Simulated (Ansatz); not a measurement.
Geometry optimisation, Ansatz, DFT PBE, scalar-relativistic, plane waves, PAW.

Input file:

```yaml
crystal:
  lattice:
    - [5.79646, 0.0, 0.0]
    - [-2.89823, 5.019882, 0.0]
    - [0.0, 0.0, 15.25226]
  atoms:
    - { symbol: W, position: [0.0, 0.0, 0.0655641] }
    - { symbol: C, position: [0.3333333, 0.1666667, 0.1584959] }
    - { symbol: W, position: [0.0, 0.0, 0.2514277] }
    - { symbol: C, position: [0.3333333, 0.1666667, 0.3443595] }
    - { symbol: W, position: [0.0, 0.5, 0.0655641] }
    - { symbol: C, position: [0.3333333, 0.6666667, 0.1584959] }
    - { symbol: W, position: [0.0, 0.5, 0.2514277] }
    - { symbol: C, position: [0.3333333, 0.6666667, 0.3443595] }
    - { symbol: W, position: [0.5, 0.0, 0.0655641] }
    - { symbol: C, position: [0.8333333, 0.1666667, 0.1584959] }
    - { symbol: W, position: [0.5, 0.0, 0.2514277] }
    - { symbol: C, position: [0.8333333, 0.1666667, 0.3443595] }
    - { symbol: W, position: [0.5, 0.5, 0.0655641] }
    - { symbol: C, position: [0.8333333, 0.6666667, 0.1584959] }
    - { symbol: W, position: [0.5, 0.5, 0.2514277] }
    - { symbol: C, position: [0.8333333, 0.6666667, 0.3443595] }
    - { symbol: C, position: [0.4952951, -0.0137375, 0.4105792] }
basis:
  ecutwfc: 420.0
kpoints:
  mp_grid: { grid: [2, 2, 1] }
hamiltonian:
  xc: pbe
  pseudopotentials: { kind: paw, azcp: { folder: soft_1 } }
scf:
  occupations: { method: fermi_dirac, width: 0.15 }
  lower_state_search: "off"
relax:
  f_tol: 0.08
  max_steps: 25
  adjacent_minimum: "off"
  constraints: [{ sites: [0, 4, 8, 12] }]
```

Run as:

```bash
$ ansatz run input.yaml --threads 1 --pin off --max-ram 3072MiB --backend cpu --events-out ev --progress --plain --runs-dir out
```

Where does it end, and by what steps?

The run converged. The threshold is loose, so the end isn't yet a minimum. Limits of this set-up: coarse k mesh, thin slab, slab without dipole correction. After 5 steps the energy has fallen by 5.569 eV; C17 moved furthest, 0.59 Å. Joined: C4–C17 (1.99 → 1.51 Å).

```
step  energy less start (eV)  largest force component (eV/Å)  accepted
   0                  0.0000                           5.414       yes
   1                 -3.0624                           4.862       yes
   2                 -4.9674                           2.850       yes
   3                 -5.5355                           0.624       yes
   4                 -5.5676                           0.114       yes
   5                 -5.5687                           0.075       yes
```

```xyz
17
Lattice="5.7965 0.0000 0.0000 -2.8982 5.0199 0.0000 0.0000 0.0000 15.2523" Properties=species:S:1:pos:R:3
W 0.000 0.000 1.000
C 1.420 0.853 2.308
W 0.000 0.005 3.965
C 1.670 0.710 5.162
W -1.449 2.510 1.000
C 0.000 3.313 2.308
W -1.445 2.507 3.964
C 0.000 3.602 5.162
W 2.898 0.000 1.000
C 4.376 0.853 2.308
W 2.898 0.000 3.624
C 4.126 0.710 5.161
W 1.449 2.510 1.000
C 2.898 3.347 2.382
W 1.445 2.507 3.964
C 2.898 3.346 5.069
C 2.898 0.000 5.673
```

Run time: 47 s on 1 thread of Arm Neoverse V2, with other jobs on the host, peak memory 0.64 GiB.
